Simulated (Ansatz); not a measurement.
# CH₉BSSi₂: a ladder of functionals and wavefunction methods

An exercise on one series of results from a longer session: the logs are not shown, and one member is left open.

Method: functionals in def2-TZVPP, the program's frozen cores in correlated methods; program: Ansatz 0.2.0, Gaussian basis.

Plan: PBE-D4, r2SCAN-D4, PBE0-D4, B3LYP-D4, ωB97X-V, ωB97M-V, B2PLYP; CCSD(T)/def2-TZVPP; MP2/def2-QZVPP; extrapolation to the limit.

## Structure used throughout

The geometry comes from an earlier relaxation with PBE0-D4 in a triple-zeta def2 set; it is a stationary point, not always the lowest conformer.

14 atoms, charge 0, spin multiplicity 1.

Atoms are counted from 1 here; the program's logs count them from 0.

Bond lengths: B1–Si2 1.948 Å, B1–S3 2.052 Å, B1–H6 1.194 Å, B1–H7 1.199 Å, Si2–S3 2.272 Å, Si2–C4 1.865 Å, Si2–H8 1.487 Å, S3–H9 1.344 Å, C4–Si5 1.876 Å, C4–H10 1.097 Å, C4–H11 1.094 Å, Si5–H12 1.487 Å, Si5–H13 1.485 Å, Si5–H14 1.488 Å. Angles: Si2–B1–S3 69.2°, Si2–B1–H6 122.0°, Si2–B1–H7 114.4°, S3–B1–H6 111.0°, S3–B1–H7 104.6°, H6–B1–H7 120.6°, B1–Si2–S3 57.6°, B1–Si2–C4 126.6°, B1–Si2–H8 123.7°, S3–Si2–C4 110.4°, S3–Si2–H8 104.1°, C4–Si2–H8 109.7°, B1–S3–Si2 53.3°, B1–S3–H9 99.3°, Si2–S3–H9 93.5°, Si2–C4–Si5 114.7°, Si2–C4–H10 106.7°, Si2–C4–H11 109.6° and more.

Set-up of the first run:

The input, in.yaml:

```yaml
crystal:
  periodic: [false, false, false]
  atoms:
    - {symbol: B, position_ang: [-1.594106, 1.552749, 1.041020]}
    - {symbol: Si, position_ang: [-1.018302, -0.142124, 0.273008]}
    - {symbol: S, position_ang: [0.221858, 0.983741, 1.808131]}
    - {symbol: C, position_ang: [-0.048188, -0.376220, -1.302986]}
    - {symbol: Si, position_ang: [1.715512, -0.966055, -1.056635]}
    - {symbol: H, position_ang: [-2.422060, 1.608665, 1.899452]}
    - {symbol: H, position_ang: [-1.350183, 2.511887, 0.364266]}
    - {symbol: H, position_ang: [-1.269461, -1.463394, 0.908330]}
    - {symbol: H, position_ang: [-0.204105, 0.223366, 2.830730]}
    - {symbol: H, position_ang: [-0.585044, -1.126984, -1.895153]}
    - {symbol: H, position_ang: [-0.052096, 0.553862, -1.878258]}
    - {symbol: H, position_ang: [1.738514, -2.113364, -0.110692]}
    - {symbol: H, position_ang: [2.547478, 0.131916, -0.503248]}
    - {symbol: H, position_ang: [2.307284, -1.407046, -2.349166]}
basis:
  gaussian: {orbitals: def2-TZVPP}
hamiltonian: {xc: pbe, dispersion: d4}
output: {forces: true, orbitals: {seedname: orbitals}}
```

Started as:

```console
$ ansatz run in.yaml --threads 4 --pin off --events-out ev --progress --plain --max-ram 10444MiB
```

Among the steps run: PBE-D4 (GGA); r2SCAN-D4 (meta-GGA); PBE0-D4 (hybrid); B3LYP-D4 (hybrid); ωB97X-V (range-separated); ωB97M-V (range-separated); B2PLYP (double hybrid); CCSD(T) in def2-TZVPP; MP2 in def2-QZVPP.

One of the session's tables, all rows but one given; the rest of the session is left out.

| method | atomisation energy (kcal/mol) |
| --- | --- |
| PBE-D4 | 1100.1 |
| r2SCAN-D4 | 1100.4 |
| PBE0-D4 | 1093.8 |
| B3LYP-D4 | 1092.9 |
| ωB97X-V | 1100.9 |
| ωB97M-V | ? |
| B2PLYP | 1077.2 |
| HF/def2-TZVPP | 824.0 |
| MP2/def2-TZVPP | 1069.5 |
| CCSD/def2-TZVPP | 1052.0 |
| CCSD(T)/def2-TZVPP | 1065.8 |
| MP2/CBS | 1095.9 |
| CCSD(T)/CBS | 1092.1 |

Q: Estimate the row for ωB97M-V from the others.

**Answer.** atomisation energy (kcal/mol): 1099.1. In the column «atomisation energy (kcal/mol)» it lies between MP2/CBS (1095.9) and PBE-D4 (1100.1).

Among the levels timed on like hardware and quicker than the yardstick, those that no quicker one beats, quickest first: PBE-D4 (3.3 s, +8.0 kcal/mol); PBE0-D4 (4.5 s, +1.7 kcal/mol); B3LYP-D4 (7 s, +0.7 kcal/mol).

B2PLYP carry no dispersion term (for B3LYP, D4 adds 14.6 kcal/mol).
